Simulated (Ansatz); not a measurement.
# wB97X/cc-pVDZ run of C2F4O (trifluoroacetyl fluoride)

What is the energy change on altering one bond length of C2F4O (trifluoroacetyl fluoride) at wB97X/cc-pVDZ? 

The results are computed with Ansatz 0.2.0.

51 further runs of the same task are left out: 51 set aside as unsound or not needed.

## 1. The system as given

C2F4O has 7 atoms, charge 0, and is taken as a singlet. As SMILES, `O=C(F)C(F)(F)F`. The shape is that of a PBE0-D4/def2-TZVP optimisation.

Bond lengths: O1–C2 1.172 Å, C2–F3 1.326 Å, C2–C4 1.542 Å, C4–F5 1.330 Å, C4–F6 1.330 Å, C4–F7 1.318 Å. Angles: O1–C2–F3 124.0°, O1–C2–C4 126.4°, F3–C2–C4 109.5°, C2–C4–F5 109.8°, C2–C4–F6 109.8°, C2–C4–F7 110.2°, F5–C4–F6 108.7°, F5–C4–F7 109.1°, F6–C4–F7 109.1°.

## 2. A single-point energy at wB97X/cc-pVDZ

Input file run.yaml:

```yaml
basis:
  gaussian: {orbitals: cc-pVDZ}
crystal:
  periodic: [false, false, false]
  atoms:
    - symbol: O
      position_ang: [1.061180, -1.396170, 0.701140]
    - symbol: C
      position_ang: [0.088980, -0.798110, 0.435150]
    - symbol: F
      position_ang: [-1.136840, -1.201010, 0.739860]
    - symbol: C
      position_ang: [0.018150, 0.551850, -0.306440]
    - symbol: F
      position_ang: [-0.697880, 0.418270, -1.418740]
    - symbol: F
      position_ang: [-0.564330, 1.461580, 0.468830]
    - symbol: F
      position_ang: [1.230750, 0.963590, -0.619810]
hamiltonian: {xc: {name: wB97X}}
accuracy: high
output: {orbitals: {seedname: orbitals}}
```

Started as:

```console
ansatz run run.yaml --threads 1 --pin off --max-ram 3480MiB --events-out events.jsonl --progress --plain --runs-dir runs
```

What it wrote:

```text
Warning: RAYON_NUM_THREADS=1 ignored (pool sized by the plan → 1); use --threads N
Functional definition: wB97X
  name "wB97X"
  parameter omega = 0.3/bohr
  parameter cx = 0.157706
  parameter cx1 = 0.726479
  parameter cx2 = 1.04760
  parameter cx3 = -5.70635
  parameter cx4 = 13.2794
  parameter css1 = -4.33879
  parameter css2 = 18.2308
  parameter css3 = -31.7430
  parameter css4 = 17.2901
  parameter cos1 = 2.37031
  parameter cos2 = -11.3995
  parameter cos3 = 6.58405
  parameter cos4 = -3.78132
  exchange = spin_sum(e_x_unif_sr(omega)*poly(b97_u_x, 1 - cx, cx1, cx2, cx3, cx4)) + cx*exact_x_sr(omega)
      + exact_x_lr(omega)
  correlation = spin_sum(e_c_pw_same_spin*poly(b97_u_same, 1, css1, css2, css3, css4))
      + integral(e_c_pw_opposite_spin*poly(b97_u_opposite, 1, cos1, cos2, cos3, cos4))
2166 factors; integrals over basis functions are off by at most 2.9e-9 eV
305 factors; integrals over basis functions are off by at most 2.0e-9 eV
mean field evaluation 1: about -14979.0936 eV, gradient 6.2e1 eV
mean field evaluation 2: about -14975.3767 eV, gradient 8.1e1 eV
mean field evaluation 4: about -14985.5056 eV, gradient 3.6e0 eV
mean field evaluation 8: about -14985.7183 eV, gradient 2.2e-1 eV
mean field evaluation 16: about -14985.7185 eV, gradient 2.1e-4 eV
mean field -14985.71847639 eV, -550.7149963226 hartree, gradient 4.6e-8 eV, S^2 0.000000; 0 other end points of the search recorded, 0 dependent functions left out
reference -14985.71847510 eV, -550.7149962749 hartree; 28, 28 occupied and 70, 70 virtual orbitals, 2166 factors
Total energy: -14985.71847510 eV, -550.7149962749 hartree
```

It took 24 s on 1 thread of Arm Neoverse V2, shared host; peak memory 0.56 GiB.

## 3. The distorted shape, same level

Input file molecule.yaml:

```yaml
crystal:
  periodic: [false, false, false]
  atoms:
    - {symbol: O, position_ang: [0.697396, -1.519693, 0.795152]}
    - {symbol: C, position_ang: [-0.274804, -0.921633, 0.529162]}
    - {symbol: F, position_ang: [-1.500624, -1.324533, 0.833872]}
    - {symbol: C, position_ang: [-0.345634, 0.428327, -0.212428]}
    - {symbol: F, position_ang: [-1.061664, 0.294747, -1.324728]}
    - {symbol: F, position_ang: [-0.928114, 1.338057, 0.562842]}
    - {symbol: F, position_ang: [1.230750, 0.963590, -0.619810]}
basis:
  gaussian:
    orbitals: cc-pVDZ
hamiltonian:
  xc: {name: wB97X}
accuracy: high
output: {orbitals: {seedname: orbitals}}
```

Started as:

```console
ansatz run molecule.yaml --threads 1 --pin off --max-ram 3480MiB --events-out events.jsonl --progress --plain --runs-dir runs
```

What it wrote (excerpt; [...] marks lines left out):

```text
Warning: RAYON_NUM_THREADS=1 ignored (pool sized by the plan → 1); use --threads N
Functional definition: wB97X
  name "wB97X"
[...]
      + exact_x_lr(omega)
[...]
      + integral(e_c_pw_opposite_spin*poly(b97_u_opposite, 1, cos1, cos2, cos3, cos4))
2153 factors; integrals over basis functions are off by at most 2.7e-9 eV
311 factors; integrals over basis functions are off by at most 2.0e-9 eV
[...]
mean field -14984.09557450 eV, -550.6553557782 hartree, gradient 7.4e-8 eV, S^2 0.000000; 0 other end points of the search recorded, 0 dependent functions left out
reference -14984.09557319 eV, -550.6553557301 hartree; 28, 28 occupied and 70, 70 virtual orbitals, 2153 factors
Total energy: -14984.09557319 eV, -550.6553557301 hartree
```

Wall time 24 s (1 thread of Arm Neoverse V2, shared host); peak memory 0.56 GiB.

## 4. Outcome

Level: wB97X/cc-pVDZ.

```
                                                         quantity          value
                                        first shape: total energy  -550.71500 Eh
                                         first shape: HOMO energy      -12.23 eV
                                         first shape: LUMO energy        1.02 eV
                                       first shape: HOMO–LUMO gap       13.25 eV
                                    distorted shape: total energy  -550.65536 Eh
                                     distorted shape: HOMO energy      -12.54 eV
                                     distorted shape: LUMO energy        0.61 eV
                                   distorted shape: HOMO–LUMO gap       13.15 eV
energy change with the C4–F7 bond stretched from 1.318 to 1.714 Å       1.623 eV
```

What this shows: With the C4–F7 bond stretched from 1.318 to 1.714 Å the energy rises by 1.62 eV (37 kcal/mol). The first shape isn't relaxed at this level, so the change isn't measured from a minimum.
